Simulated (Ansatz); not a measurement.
# CH3F2InO: one species, many methods

One table from this session's results is given with a row withheld; the runs are named, their logs left out.

The runs use Ansatz 0.2.0, Gaussian basis; functionals in def2-TZVPP, the program's frozen cores in correlated methods.

The runs, in order: PBE-D4, r2SCAN-D4, PBE0-D4, B3LYP-D4, ωB97X-V, ωB97M-V, B2PLYP; CCSD(T)/def2-TZVPP; MP2/def2-QZVPP; extrapolation to the limit.

**The geometry**

The geometry comes from an earlier relaxation with PBE0-D4 in a triple-zeta def2 set; it is a stationary point, not always the lowest conformer. In takes the def2 core potential; no spin-orbit term is included.

SMILES `[OH][In]([F])[CH2]F`, 8 atoms, charge 0, spin multiplicity 1.

Atoms are counted from 1 here; the program's logs count them from 0.

Bond lengths: O1–In2 1.968 Å, O1–H6 0.961 Å, In2–F3 1.952 Å, In2–C4 2.164 Å, C4–F5 1.380 Å, C4–H7 1.092 Å, C4–H8 1.092 Å. Angles: In2–O1–H6 113.2°, O1–In2–F3 108.1°, O1–In2–C4 135.7°, F3–In2–C4 116.2°, In2–C4–F5 111.1°, In2–C4–H7 109.3°, In2–C4–H8 109.3°, F5–C4–H7 109.1°, F5–C4–H8 109.1°, H7–C4–H8 109.0°.

Set-up of the first run:

Contents of in.yaml:

```yaml
crystal:
  periodic: [false, false, false]
  atoms:
    - {symbol: O, position_ang: [-0.108918, 1.739763, 1.757885]}
    - {symbol: In, position_ang: [0.301717, 0.071483, 0.799092]}
    - {symbol: F, position_ang: [1.337604, -1.074981, 1.992037]}
    - {symbol: C, position_ang: [-0.116637, -0.727698, -1.168073]}
    - {symbol: F, position_ang: [-0.826475, 0.176230, -1.931277]}
    - {symbol: H, position_ang: [-0.619793, 2.361599, 1.233468]}
    - {symbol: H, position_ang: [0.824932, -0.958010, -1.671377]}
    - {symbol: H, position_ang: [-0.700231, -1.645486, -1.067657]}
basis:
  gaussian: {orbitals: def2-TZVPP}
hamiltonian: {xc: pbe, dispersion: d4}
output: {forces: true, orbitals: {seedname: orbitals}}
```

The run is started by

```console
$ ansatz run in.yaml --threads 4 --pin off --events-out ev --progress --plain --max-ram 10444MiB
```

Steps of the session up to this table: PBE-D4 (GGA); r2SCAN-D4 (meta-GGA); PBE0-D4 (hybrid); B3LYP-D4 (hybrid); ωB97X-V (range-separated); ωB97M-V (range-separated); B2PLYP (double hybrid); CCSD(T) in def2-TZVPP; MP2 in def2-QZVPP.

One of the session's tables, all rows but one given; the rest of the session is left out.

```
            method  atoms, summed (eV)  atomisation energy (kJ/mol)
            PBE-D4          -13708.010                       2771.7
         r2SCAN-D4          -13715.302                       2700.0
           PBE0-D4          -13708.917                       2666.8
          B3LYP-D4          -13719.686                       2662.4
           ωB97X-V          -13713.719                       2702.5
           ωB97M-V          -13713.376                       2694.1
            B2PLYP          -13706.777                       2653.0
     HF/def2-TZVPP          -13661.236                       1795.1
    MP2/def2-TZVPP          -13684.415                       2710.0
   CCSD/def2-TZVPP                   ?                            ?
CCSD(T)/def2-TZVPP          -13686.500                       2620.5
           MP2/CBS          -13696.744                       2804.8
       CCSD(T)/CBS          -13698.829                       2715.3
```

**Question.** Estimate the row for CCSD/def2-TZVPP.

**Answer.** atoms, summed (eV): -13686.011; atomisation energy (kJ/mol): 2562.9. In the column «atoms, summed (eV)» it lies between CCSD(T)/def2-TZVPP (-13686.500) and MP2/def2-TZVPP (-13684.415).
